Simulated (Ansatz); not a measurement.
# CH4N2OSi: one species, many methods

One table from this session's results is given with a row withheld; the runs are named, their logs left out.

The runs use Ansatz 0.2.0, Gaussian basis; functionals in def2-TZVPP, the program's frozen cores in correlated methods.

Plan: LDA (SPW92), PBE-D4, revPBE-D4, BLYP-D4, r2SCAN-D4, B97M-V, PBE0-D4, B3LYP-D4, r2SCANh-D4, r2SCAN0-D4, HSE06-D4, BHLYP-D4, CAM-B3LYP-D4, LC-ωPBE, ωB97X-V, ωB97M-V, B2PLYP, PBE-QIDH; CCSD(T)/def2-SVP; CCSD(T)/def2-TZVPP; MP2/def2-QZVPP; extrapolation to the limit; RPA on PBE.

### Structure used throughout

The geometry comes from an earlier relaxation with PBE0-D4 in a triple-zeta def2 set; it is a stationary point, not always the lowest conformer.

SMILES `N=C1O[SiH]1N`, 9 atoms, charge 0, spin multiplicity 1.

Atoms are counted from 1 here; the program's logs count them from 0.

Bond lengths: N1–C2 1.245 Å, N1–H6 1.023 Å, C2–O3 1.416 Å, C2–Si4 1.788 Å, O3–Si4 1.688 Å, Si4–N5 1.679 Å, Si4–H7 1.474 Å, N5–H8 1.005 Å, N5–H9 1.006 Å. Angles: C2–N1–H6 111.3°, N1–C2–O3 131.1°, N1–C2–Si4 166.5°, O3–C2–Si4 62.3°, C2–O3–Si4 69.7°, C2–Si4–O3 48.0°, C2–Si4–N5 125.2°, C2–Si4–H7 124.4°, O3–Si4–N5 120.7°, O3–Si4–H7 116.7°, N5–Si4–H7 108.3°, Si4–N5–H8 122.5°, Si4–N5–H9 124.1°, H8–N5–H9 113.4°.

As a file:

```
N     0.61087    2.28391    0.75579
C     0.56004    1.09556    0.38641
O     0.93514   -0.10073    1.04457
Si    0.28975   -0.44691   -0.47604
N    -1.18920   -1.22836   -0.62183
H     1.00471    2.36482    1.69626
H     1.21335   -1.01597   -1.47457
H    -1.32426   -2.01882   -1.22815
H    -2.01201   -0.97969   -0.09953
```

Set-up of the first run:

File in.yaml:

```yaml
crystal:
  periodic: [false, false, false]
  atoms:
    - {symbol: N, position_ang: [0.610874, 2.283914, 0.755788]}
    - {symbol: C, position_ang: [0.560041, 1.095557, 0.386411]}
    - {symbol: O, position_ang: [0.935138, -0.100734, 1.044567]}
    - {symbol: Si, position_ang: [0.289754, -0.446908, -0.476037]}
    - {symbol: N, position_ang: [-1.189198, -1.228363, -0.621830]}
    - {symbol: H, position_ang: [1.004714, 2.364818, 1.696262]}
    - {symbol: H, position_ang: [1.213350, -1.015971, -1.474573]}
    - {symbol: H, position_ang: [-1.324261, -2.018822, -1.228152]}
    - {symbol: H, position_ang: [-2.012012, -0.979690, -0.099535]}
basis:
  gaussian: {orbitals: def2-TZVPP}
hamiltonian: {xc: lda}
output: {orbitals: {seedname: orbitals}}
```

Run with:

```bash
$ ansatz run in.yaml --threads 2 --pin off --events-out ev --progress --plain --max-ram 4352MiB
```

Steps of the session up to this table: LDA; PBE-D4 (GGA); revPBE-D4 (GGA); BLYP-D4 (GGA); r2SCAN-D4 (meta-GGA); B97M-V (meta-GGA); PBE0-D4 (hybrid); B3LYP-D4 (hybrid); r2SCANh-D4 (hybrid); r2SCAN0-D4 (hybrid); HSE06-D4 (hybrid); BHLYP-D4 (hybrid); CAM-B3LYP-D4 (range-separated); LC-ωPBE (range-separated); ωB97X-V (range-separated); ωB97M-V (range-separated); B2PLYP (double hybrid); PBE-QIDH (double hybrid).

One table of the session follows, with a row left open; its other results are not shown here.

It belongs to the step «Orbital energies across the functionals». 

```
  functional  HOMO (eV)  gap (eV)
 LDA (SPW92)          ?         ?
      PBE-D4      -5.87      4.65
   revPBE-D4      -5.82      4.69
     BLYP-D4      -5.77      4.66
   r2SCAN-D4      -6.15      5.15
      B97M-V      -6.27      5.27
     PBE0-D4      -7.24      6.96
    B3LYP-D4      -7.02      6.50
  r2SCANh-D4      -6.65      6.02
  r2SCAN0-D4      -7.42      7.31
    HSE06-D4      -6.84      6.18
    BHLYP-D4      -8.55      9.19
CAM-B3LYP-D4      -8.62      9.39
     LC-ωPBE      -9.92     11.91
     ωB97X-V      -9.60     11.46
     ωB97M-V      -9.50     11.07
```

Q: Estimate the row for LDA (SPW92) from the others.

As computed: HOMO (eV): -6.00; gap (eV): 4.54. In the column «HOMO (eV)» it lies between r2SCAN-D4 (-6.15) and PBE-D4 (-5.87).
